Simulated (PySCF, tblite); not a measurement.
# CH₆AsB: dynamics, then NMR shifts and electronic excitations on frames

Aim: move CH₆AsB (`BC[AsH2]`) away from its starting geometry and see how NMR shifts and electronic excitations follow the geometry.

Programs: tblite 0.8.0 and PySCF 2.14.0, with density-fitted response routines of our own. Each step states its level of theory. These are calculated values for one molecule in the gas phase, unless marked as measured. Atoms count from 0, in the outputs and in this text.

## (1) The molecule as given

9 atoms, charge 0, multiplicity 1; geometry from: GFN2-xTB.

Bonds of the start (Å): B0–C1 1.54, C1–As2 2.01, B0–H3 1.17, B0–H4 1.17, C1–H5 1.09, C1–H6 1.09, As2–H7 1.50, As2–H8 1.50.

## (2) A short Langevin run with GFN2-xTB

Job settings and geometry (Å):

```
{"job": {"kind": "md", "xc": "GFN2-xTB", "basis": "xTB", "temperature": 600, "steps": 2000, "every": 50, "frames": 5}, "charge": 0, "multiplicity": 1}
B     -0.946117     0.592727    -0.074269
C     -0.323187    -0.795847    -0.318176
As     1.565389    -0.452285     0.274971
H     -0.903917     1.410916    -0.912452
H     -1.402056     0.858248     0.972392
H     -0.250025    -1.141352    -1.351227
H     -0.678852    -1.625095     0.296517
H      1.734354     0.857754    -0.440662
H      1.217972     0.300928     1.527726
```

With the program's defaults for keys left out, this is: GFN2-xTB Langevin dynamics, gas phase.

Run with:

```sh
OMP_NUM_THREADS=1 python probes_run.py task.json out
```

One launch serves the whole session: the jobs run in the order shown.

The program printed:

```text
t/fs     T/K      E/eV
    0.0   558.2   -238.73779
   25.0   482.0   -238.44335
   50.0   352.7   -238.25590
   75.0   532.9   -238.36451
  100.0   583.6   -238.16233
  125.0   506.7   -238.10157
  150.0   616.8   -238.13549
  175.0   708.8   -238.13650
  200.0   527.1   -238.30845
  225.0   625.5   -238.17141
  250.0   556.8   -238.00559
  275.0   587.9   -238.19880
  300.0   644.8   -238.25738
  325.0   520.4   -238.18295
  350.0   574.4   -238.32513
  375.0   565.2   -238.36766
  400.0   531.9   -238.28911
  425.0   449.0   -238.30225
  450.0   368.1   -238.32517
  475.0   301.0   -238.31317
  500.0   417.3   -238.32271
  525.0   515.5   -238.38622
  550.0   440.8   -238.37028
  575.0   607.2   -238.32856
  600.0   728.3   -238.42108
  625.0   436.7   -238.37697
  650.0   272.3   -238.35177
  675.0   607.1   -238.40123
  700.0   719.5   -238.26066
  725.0   876.8   -238.38209
  750.0   621.5   -238.19212
  775.0   644.2   -238.13245
  800.0   466.4   -238.30705
  825.0   378.3   -238.19855
  850.0   527.1   -238.26522
  875.0   784.4   -238.30175
  900.0   772.4   -238.19650
  925.0   629.0   -238.26990
  950.0   657.2   -238.22829
  975.0   437.9   -238.09457
 1000.0   529.6   -238.24740
```

Wall time 5.5 s (1 thread of Arm Neoverse V1, shared host); peak memory 0.18 GiB.

Distance from the start (root mean square after alignment): 0 fs 0.00 Å, 200 fs 0.44 Å, 400 fs 0.24 Å, 600 fs 0.23 Å, 800 fs 0.25 Å, 1000 fs 0.33 Å.

Positions (Å) and forces (eV/Å) at 1000 fs:

```xyz
9

B    -1.944    0.755    1.359   -0.678    0.458   -2.548
C    -1.728   -0.412    0.281   -0.232    0.682   -0.188
As    0.188   -0.468   -0.612   -1.075    0.418    1.247
H    -2.510    1.764    0.827    0.858   -1.136    0.974
H    -1.677    0.746    2.455    0.294   -0.118    0.964
H    -2.463   -0.147   -0.508    0.652   -0.403   -0.137
H    -1.955   -1.453    0.540    0.275    0.210    0.310
H     0.371    1.019   -0.343    0.163   -0.284   -0.111
H     0.903   -0.789    0.730   -0.256    0.174   -0.512
```

## (3) Shielding tensors: 250 fs, PBE0/pcSseg-1

Job settings and geometry (Å):

```
{"job": {"kind": "nmr", "xc": "PBE0", "basis": "pcSseg-1", "pop": false}, "charge": 0, "multiplicity": 1}
B     -0.796000    -0.308800     0.068900
C      0.100000    -1.536500     0.033300
As     1.883800    -0.828500     0.335700
H     -1.154200     0.152900    -0.968600
H     -1.380900     0.273600     0.852000
H      0.155000    -2.141100    -0.850000
H     -0.019300    -1.997600     1.000800
H      1.666900     0.427100    -0.387000
H      2.071200    -0.018100     1.583700
```

Level: GIAO PBE0/pcSseg-1 NMR shielding, non-relativistic, gas phase.

The program printed:

```text
coarse grid: 32528 points
cycle   1  E = -2301.7324041108  dE = -6.956e-01  |g| = 7.366e-01  |ddm| = 2.610e+00
cycle   2  E = -2301.7194929231  dE =  1.291e-02  |g| = 6.274e-01  |ddm| = 6.784e-01
cycle   3  E = -2301.7678549709  dE = -4.836e-02  |g| = 1.315e-01  |ddm| = 5.274e-01
cycle   4  E = -2301.7719020422  dE = -4.047e-03  |g| = 2.802e-02  |ddm| = 1.489e-01
cycle   5  E = -2301.7721023674  dE = -2.003e-04  |g| = 5.114e-03  |ddm| = 2.560e-02
cycle   6  E = -2301.7721074701  dE = -5.103e-06  |g| = 1.111e-03  |ddm| = 7.171e-03
final grid: 67728 points
cycle   7  E = -2301.7721245598  dE =  2.523e-08  |g| = 1.405e-03  |ddm| = 3.545e-03
cycle   8  E = -2301.7721243865  dE =  1.734e-07  |g| = 1.834e-03  |ddm| = 3.658e-03
cycle   9  E = -2301.7721250614  dE = -6.749e-07  |g| = 9.806e-05  |ddm| = 1.808e-03
cycle  10  E = -2301.7721250644  dE = -3.073e-09  |g| = 1.078e-05  |ddm| = 1.368e-04
cycle  11  E = -2301.7721250645  dE = -1.546e-11  |g| = 3.828e-06  |ddm| = 1.327e-05
converged SCF energy = -2301.7721250645

GIAO shielding tensors (ppm)
atom      isotropic    diamagn.    paramagn.     s11        s22        s33       span
  0 B       38.927     192.399    -153.472    -24.010     -0.623    141.412    165.422
  1 C      183.593     252.712     -69.119    162.846    185.492    202.440     39.594
  2 As    1924.936    2875.371    -950.435   1530.067   1984.403   2260.340    730.272
  3 H       25.471      30.250      -4.778     22.065     25.729     28.620      6.555
  4 H       24.463      30.760      -6.297     18.550     26.062     28.776     10.226
  5 H       30.116      30.041       0.075     24.033     26.626     39.690     15.658
  6 H       29.318      29.496      -0.179     23.334     26.459     38.160     14.826
  7 H       30.113      30.233      -0.120     22.478     25.257     42.603     20.125
  8 H       29.234      29.087       0.147     21.601     23.029     43.072     21.472
```

It took 7.7 s on 1 thread of Arm Neoverse V1, shared host; peak memory 0.45 GiB.

Shifts follow as δ = σ(reference) − σ, with reference shieldings (ppm) from runs at the same level and on the same kind of geometry: 1H TMS 31.72, 13C TMS 186.9, 11B BF3·OEt2 100.1, 75As AsH3 1989. The references are single molecules in the gas phase. Shifts against hydride references such as AlH4− lie on their own scale. Each atom is listed at this fixed geometry, with no averaging over motion; a spectrum would average atoms that exchange fast.

| atoms | environment | σ (ppm) | δ (ppm) |
| --- | --- | --- | --- |
| C1 | sp3 CH2 bonded to As and B | 183.6 | 3.3 |
| H4 | hydrogen on a boron bonded to C | 24.46 | 7.25 |
| H3 | hydrogen on a boron bonded to C | 25.47 | 6.25 |
| H8 | hydrogen on an arsenic bonded to C | 29.23 | 2.48 |
| H6 | hydrogen on an sp3 CH2 bonded to As and B | 29.32 | 2.40 |
| H7 | hydrogen on an arsenic bonded to C | 30.11 | 1.60 |
| H5 | hydrogen on an sp3 CH2 bonded to As and B | 30.12 | 1.60 |
| B0 | boron bonded to C, 2 H | 38.9 | 61.1 |
| As2 | arsenic bonded to C, 2 H | 1925 | 64 |

The fields below are evaluated on a grid from the run's orbitals.

Frontier orbitals at PBE0/pcSseg-1, with the share of their density that lies nearest to each atom:

```csv
orbital,energy (eV),lies on
HOMO,-7.25,As2 56 %; H8 11 %; C1 10 %
LUMO,-1.05,"B0 44 %; As2 14 %; H3, H4 about 13 % each"
```

ELF in a plane through or near 3 of the atoms.

Ten even steps from '0' (0.00) to '9' (1.00):
```
0000000000000000000000000000
0000000000000000000000000000
0000000000000000000000000000
0000000000000023100000000000
0000013431000499961000000000
0000368874102899994000000000
0002799998513899983000000000
0004899987643699741000000000
0014899732234455311000000000
0002678423223343335664100000
0000245422353122699999510000
0000012468996103999999820000
0000000379998202999999610000
0000000269996101799997200000
0000000026772000245651000000
0000000000100000000000000000
0000000000000000000000000000
0000000000000000000000000000
0000000000000000000000000000
0000000000000000000000000000
```
The map spans 9.5 Å across and 8.4 Å up, centred on the molecule. Atoms in the plane (x, y in Å): H3 (1.7, -0.7), H5 (0.4, 1.6), H7 (-1.2, -0.9).

On the surface of density 0.002 e/bohr³ the electrostatic potential runs, from the 1st to the 99th percentile, from -0.55 V near As2 to 1.13 V near H6.

## (4) TDDFT and polarisability: 250 fs, PBE0/def2-SVPD

Settings changed since step 3:

```diff
@@ -1,2 +1,2 @@
-{"job": {"kind": "nmr", "xc": "PBE0", "basis": "pcSseg-1", "pop": false}, "charge": 0, "multiplicity": 1}
+{"job": {"kind": "uv", "xc": "PBE0", "basis": "def2-SVPD", "nstates": 5, "ntriplets": 0}, "charge": 0, "multiplicity": 1}
 B     -0.796000    -0.308800     0.068900
```

Method: TDDFT PBE0/def2-SVPD, vertical, gas phase, core orbitals frozen in the response.

The program printed:

```text
coarse grid: 32528 points
cycle   1  E = -2301.6717132098  dE = -6.172e-01  |g| = 3.265e-01  |ddm| = 3.646e+00
cycle   2  E = -2301.6632614803  dE =  8.452e-03  |g| = 3.680e-01  |ddm| = 8.462e-01
cycle   3  E = -2301.6964434037  dE = -3.318e-02  |g| = 4.459e-02  |ddm| = 4.583e-01
cycle   4  E = -2301.6970940583  dE = -6.507e-04  |g| = 9.071e-03  |ddm| = 7.417e-02
cycle   5  E = -2301.6971142159  dE = -2.016e-05  |g| = 3.390e-03  |ddm| = 1.597e-02
cycle   6  E = -2301.6971170324  dE = -2.817e-06  |g| = 4.979e-04  |ddm| = 5.876e-03
final grid: 67728 points
cycle   7  E = -2301.6971244080  dE = -3.906e-08  |g| = 5.715e-04  |ddm| = 4.179e-03
cycle   8  E = -2301.6971243817  dE =  2.635e-08  |g| = 7.038e-04  |ddm| = 1.936e-03
cycle   9  E = -2301.6971244971  dE = -1.154e-07  |g| = 2.904e-05  |ddm| = 9.840e-04
cycle  10  E = -2301.6971244974  dE = -2.988e-10  |g| = 2.707e-06  |ddm| = 6.264e-05
converged SCF energy = -2301.6971244974

Static polarisability (au): isotropic 61.399, principal 51.484 55.259 77.455

Singlet excitations
state   eV       nm        f      main configurations
  1   5.1648    240.1   0.17268   H->L 0.83, H-1->L 0.14
  2   5.6486    219.5   0.07051   H-1->L 0.83, H->L 0.13
  3   5.8908    210.5   0.02946   H->L+1 0.97
  4   6.5425    189.5   0.04938   H->L+2 0.95
  5   7.1388    173.7   0.01739   H-2->L 0.85, H->L+3 0.08
```

Wall time 8.5 s (1 thread of Arm Neoverse V1, shared host); peak memory 0.55 GiB.

The orbitals next to the gap, with their largest atomic shares:

| orbital | eV | atoms |
| --- | --- | --- |
| HOMO−3 | -10.41 | C1 28 %, As2 23 %, B0 20 % |
| HOMO−2 | -9.68 | As2 33 %, H7 25 %, C1 20 % |
| HOMO−1 | -8.50 | B0 39 %, H3 25 %, H4 14 % |
| HOMO | -7.22 | As2 56 %, C1 17 %, B0 8 % |
| LUMO | -1.10 | B0 45 %, As2 21 %, C1 10 % |
| LUMO+1 | -0.04 | As2 44 %, H8 17 %, C1 16 % |
| LUMO+2 | 0.48 | As2 32 %, B0 27 %, H8 16 % |

With each of the 5 states as a Gaussian band of 0.4 eV half-width at 1/e, the curve within the window shown has maxima at 237 nm (ε 7,800), 191 nm (ε 2,200) L/(mol cm). Beyond the last state computed it falls off for lack of states. The curve at chosen wavelengths:

| nm | ε (L/mol/cm) |
| --- | --- |
| 167 | 414 |
| 171 | 715 |
| 175 | 987 |
| 179 | 1298 |
| 184 | 1814 |
| 188 | 2127 |
| 192 | 2166 |
| 196 | 2040 |
| 200 | 2043 |
| 204 | 2376 |
| 209 | 3214 |
| 213 | 4015 |
| 217 | 4791 |
| 221 | 5530 |
| 225 | 6272 |
| 229 | 6999 |
| 234 | 7685 |
| 238 | 7834 |
| 242 | 7504 |
| 246 | 6719 |
| 250 | 5621 |
| 254 | 4404 |
| 259 | 2978 |
| 263 | 2045 |
| 267 | 1334 |
| 271 | 831 |

Leading natural transition orbitals of singlet state 1: the hole lies on As2 38 %; H3 14 %; B0 13 %; the particle on B0 41 %; As2 14 %; H3, H4 about 13 % each.

Further results of this job:

| property | computed |
| --- | --- |
| dipole moment (D) | 1.00 |
| polarisability (Å³) | 9.10 |
| HOMO–LUMO gap (eV) | 6.12 |
| −ε(HOMO) (eV) | 7.22 |

## (5) Nuclear shieldings: 425 fs, PBE0/pcSseg-1

Job settings and geometry (Å):

```
{"job": {"kind": "nmr", "xc": "PBE0", "basis": "pcSseg-1", "pop": false}, "charge": 0, "multiplicity": 1}
B     -0.828100    -1.043200    -0.012400
C      0.260600    -1.608100    -0.925900
As     1.980200    -1.274400     0.115100
H     -0.776000     0.211600     0.192600
H     -1.629300    -1.692800     0.544400
H      0.589500    -0.946500    -1.762300
H      0.387100    -2.568100    -1.362700
H      2.078700     0.201700    -0.068200
H      1.196000    -1.127900     1.342100
```

Level: GIAO PBE0/pcSseg-1 NMR shielding, non-relativistic, gas phase.

The program printed:

```text
coarse grid: 32528 points
cycle   1  E = -2301.7483123870  dE = -8.268e-01  |g| = 7.320e-01  |ddm| = 2.553e+00
cycle   2  E = -2301.7265512866  dE =  2.176e-02  |g| = 6.430e-01  |ddm| = 6.766e-01
cycle   3  E = -2301.7797421823  dE = -5.319e-02  |g| = 1.486e-01  |ddm| = 5.621e-01
cycle   4  E = -2301.7853778692  dE = -5.636e-03  |g| = 3.245e-02  |ddm| = 1.686e-01
cycle   5  E = -2301.7856410720  dE = -2.632e-04  |g| = 4.728e-03  |ddm| = 2.859e-02
cycle   6  E = -2301.7856450616  dE = -3.990e-06  |g| = 1.308e-03  |ddm| = 7.224e-03
final grid: 67728 points
cycle   7  E = -2301.7856456910  dE =  6.048e-08  |g| = 1.650e-03  |ddm| = 4.004e-03
cycle   8  E = -2301.7856454383  dE =  2.527e-07  |g| = 2.178e-03  |ddm| = 4.299e-03
cycle   9  E = -2301.7856463432  dE = -9.049e-07  |g| = 1.470e-04  |ddm| = 2.144e-03
cycle  10  E = -2301.7856463492  dE = -6.005e-09  |g| = 3.690e-05  |ddm| = 1.775e-04
cycle  11  E = -2301.7856463496  dE = -4.256e-10  |g| = 2.366e-06  |ddm| = 3.761e-05
converged SCF energy = -2301.7856463496

GIAO shielding tensors (ppm)
atom      isotropic    diamagn.    paramagn.     s11        s22        s33       span
  0 B       42.140     192.146    -150.005    -16.641     13.261    129.801    146.442
  1 C      181.405     251.766     -70.361    149.776    189.126    205.313     55.537
  2 As    1904.306    2876.860    -972.555   1513.194   1861.264   2338.459    825.265
  3 H       24.750      29.044      -4.294     20.154     23.987     30.107      9.953
  4 H       25.321      29.377      -4.056     21.899     26.280     27.785      5.885
  5 H       28.977      30.987      -2.011     22.205     26.761     37.965     15.760
  6 H       30.688      29.968       0.720     24.123     28.438     39.504     15.380
  7 H       29.729      30.264      -0.535     21.515     23.631     44.040     22.525
  8 H       29.969      30.181      -0.212     22.333     26.345     41.230     18.897
```

Wall time 4.9 s (1 thread of Arm Neoverse V1, shared host); peak memory 0.55 GiB.

This run: δ C1 5.5, B0 57.9, As2 84, H3 6.97, H4 6.40 ppm.

## (6) TDDFT and polarisability: 425 fs, PBE0/def2-SVPD

Settings changed since step 5:

```diff
@@ -1,2 +1,2 @@
-{"job": {"kind": "nmr", "xc": "PBE0", "basis": "pcSseg-1", "pop": false}, "charge": 0, "multiplicity": 1}
+{"job": {"kind": "uv", "xc": "PBE0", "basis": "def2-SVPD", "nstates": 5, "ntriplets": 0}, "charge": 0, "multiplicity": 1}
 B     -0.828100    -1.043200    -0.012400
```

Level: TDDFT PBE0/def2-SVPD, vertical, gas phase, core orbitals frozen in the response.

The program printed:

```text
coarse grid: 32528 points
cycle   1  E = -2301.6880324349  dE = -7.486e-01  |g| = 3.195e-01  |ddm| = 3.544e+00
cycle   2  E = -2301.6719148519  dE =  1.612e-02  |g| = 3.920e-01  |ddm| = 8.244e-01
cycle   3  E = -2301.7106884591  dE = -3.877e-02  |g| = 4.286e-02  |ddm| = 4.531e-01
cycle   4  E = -2301.7113106683  dE = -6.222e-04  |g| = 8.455e-03  |ddm| = 6.951e-02
cycle   5  E = -2301.7113320978  dE = -2.143e-05  |g| = 1.408e-03  |ddm| = 1.286e-02
cycle   6  E = -2301.7113324289  dE = -3.311e-07  |g| = 4.194e-04  |ddm| = 2.736e-03
final grid: 67728 points
cycle   7  E = -2301.7113369898  dE = -2.616e-08  |g| = 4.467e-04  |ddm| = 3.056e-03
cycle   8  E = -2301.7113369817  dE =  8.110e-09  |g| = 5.134e-04  |ddm| = 1.377e-03
cycle   9  E = -2301.7113370292  dE = -4.747e-08  |g| = 2.720e-05  |ddm| = 7.120e-04
cycle  10  E = -2301.7113370294  dE = -2.055e-10  |g| = 7.640e-06  |ddm| = 4.398e-05
converged SCF energy = -2301.7113370294

Static polarisability (au): isotropic 62.114, principal 51.975 56.205 78.160

Singlet excitations
state   eV       nm        f      main configurations
  1   5.3868    230.2   0.19167   H->L 0.91
  2   5.8728    211.1   0.02014   H-1->L 0.93
  3   6.4761    191.4   0.06764   H->L+1 0.95
  4   6.6854    185.5   0.01458   H-2->L 0.92
  5   6.8686    180.5   0.05987   H->L+2 0.92
```

Run time: 6 s. Hardware: 1 thread of Arm Neoverse V1, shared host; peak memory 0.56 GiB.

This run: HOMO -7.63 eV, LUMO -1.31 eV; lowest singlet 5.39 eV.

## (7) NMR shieldings: 625 fs, PBE0/pcSseg-1

Job settings and geometry (Å):

```
{"job": {"kind": "nmr", "xc": "PBE0", "basis": "pcSseg-1", "pop": false}, "charge": 0, "multiplicity": 1}
B     -1.469200    -0.459700     0.410300
C     -0.653500    -1.657400    -0.218000
As     1.231200    -0.984000    -0.076700
H     -2.071400     0.274400    -0.300000
H     -1.579300    -0.314500     1.543400
H     -1.010400    -1.824300    -1.266100
H     -0.868200    -2.678000     0.230200
H      1.007000     0.517000     0.090800
H      1.518900    -1.253900     1.333300
```

With the program's defaults for keys left out, this is: GIAO PBE0/pcSseg-1 NMR shielding, non-relativistic, gas phase.

The program printed:

```text
coarse grid: 32528 points
cycle   1  E = -2301.7521607522  dE = -8.861e-01  |g| = 7.243e-01  |ddm| = 2.570e+00
cycle   2  E = -2301.7416768471  dE =  1.048e-02  |g| = 6.030e-01  |ddm| = 6.328e-01
cycle   3  E = -2301.7830896860  dE = -4.141e-02  |g| = 1.312e-01  |ddm| = 4.900e-01
cycle   4  E = -2301.7869959749  dE = -3.906e-03  |g| = 3.252e-02  |ddm| = 1.435e-01
cycle   5  E = -2301.7872524482  dE = -2.565e-04  |g| = 5.098e-03  |ddm| = 2.724e-02
cycle   6  E = -2301.7872581531  dE = -5.705e-06  |g| = 1.050e-03  |ddm| = 7.682e-03
final grid: 67728 points
cycle   7  E = -2301.7872342329  dE = -1.778e-08  |g| = 1.301e-03  |ddm| = 3.368e-03
cycle   8  E = -2301.7872341186  dE =  1.143e-07  |g| = 1.688e-03  |ddm| = 3.502e-03
cycle   9  E = -2301.7872346672  dE = -5.486e-07  |g| = 1.040e-04  |ddm| = 1.676e-03
cycle  10  E = -2301.7872346708  dE = -3.613e-09  |g| = 1.718e-05  |ddm| = 1.530e-04
cycle  11  E = -2301.7872346709  dE = -7.185e-11  |g| = 3.228e-06  |ddm| = 1.686e-05
converged SCF energy = -2301.7872346709

GIAO shielding tensors (ppm)
atom      isotropic    diamagn.    paramagn.     s11        s22        s33       span
  0 B       37.462     190.835    -153.372    -11.929     -9.234    133.550    145.480
  1 C      167.984     250.531     -82.547    150.401    155.737    197.816     47.415
  2 As    1857.242    2874.825   -1017.582   1592.988   1854.667   2124.072    531.084
  3 H       25.243      29.580      -4.337     21.003     26.389     28.337      7.334
  4 H       25.502      30.046      -4.544     20.192     25.927     30.388     10.196
  5 H       29.116      29.636      -0.521     24.776     25.231     37.339     12.563
  6 H       28.929      27.737       1.192     23.551     25.699     37.537     13.987
  7 H       28.913      28.922      -0.010     22.375     24.561     39.801     17.427
  8 H       29.754      29.891      -0.137     21.460     23.666     44.135     22.674
```

Wall time 4.8 s (1 thread of Arm Neoverse V1, shared host); peak memory 0.56 GiB.

This run: δ C1 18.9, B0 62.6, As2 131, H3 6.47, H4 6.21 ppm.

## (8) Excited states and response: 625 fs, PBE0/def2-SVPD

Settings changed since step 7:

```diff
@@ -1,2 +1,2 @@
-{"job": {"kind": "nmr", "xc": "PBE0", "basis": "pcSseg-1", "pop": false}, "charge": 0, "multiplicity": 1}
+{"job": {"kind": "uv", "xc": "PBE0", "basis": "def2-SVPD", "nstates": 5, "ntriplets": 0}, "charge": 0, "multiplicity": 1}
 B     -1.469200    -0.459700     0.410300
```

Method: TDDFT PBE0/def2-SVPD, vertical, gas phase, core orbitals frozen in the response.

The program printed:

```text
coarse grid: 32528 points
cycle   1  E = -2301.6915357262  dE = -8.070e-01  |g| = 3.019e-01  |ddm| = 3.367e+00
cycle   2  E = -2301.6843949468  dE =  7.141e-03  |g| = 3.401e-01  |ddm| = 7.307e-01
cycle   3  E = -2301.7121665514  dE = -2.777e-02  |g| = 4.537e-02  |ddm| = 3.839e-01
cycle   4  E = -2301.7127945669  dE = -6.280e-04  |g| = 1.074e-02  |ddm| = 6.503e-02
cycle   5  E = -2301.7128192399  dE = -2.467e-05  |g| = 3.249e-03  |ddm| = 1.681e-02
cycle   6  E = -2301.7128219440  dE = -2.704e-06  |g| = 5.156e-04  |ddm| = 5.717e-03
final grid: 67728 points
cycle   7  E = -2301.7127996038  dE = -4.312e-08  |g| = 5.976e-04  |ddm| = 4.002e-03
cycle   8  E = -2301.7127995832  dE =  2.064e-08  |g| = 7.257e-04  |ddm| = 2.028e-03
cycle   9  E = -2301.7127997042  dE = -1.211e-07  |g| = 3.646e-05  |ddm| = 1.000e-03
cycle  10  E = -2301.7127997047  dE = -4.839e-10  |g| = 5.840e-06  |ddm| = 7.338e-05
converged SCF energy = -2301.7127997047

Static polarisability (au): isotropic 62.816, principal 53.125 57.828 77.494

Singlet excitations
state   eV       nm        f      main configurations
  1   5.0172    247.1   0.18018   H->L 0.95
  2   5.9216    209.4   0.00111   H-1->L 0.97
  3   6.1993    200.0   0.04567   H->L+1 0.94
  4   6.4411    192.5   0.03480   H->L+2 0.80, H-2->L 0.11
  5   6.6784    185.6   0.05369   H->L+3 0.90
```

It took 5.9 s on 1 thread of Arm Neoverse V1, shared host; peak memory 0.56 GiB.

In short: HOMO -7.16 eV, LUMO -1.19 eV; lowest singlet 5.02 eV.

(Part 1 of 2 ends here.)
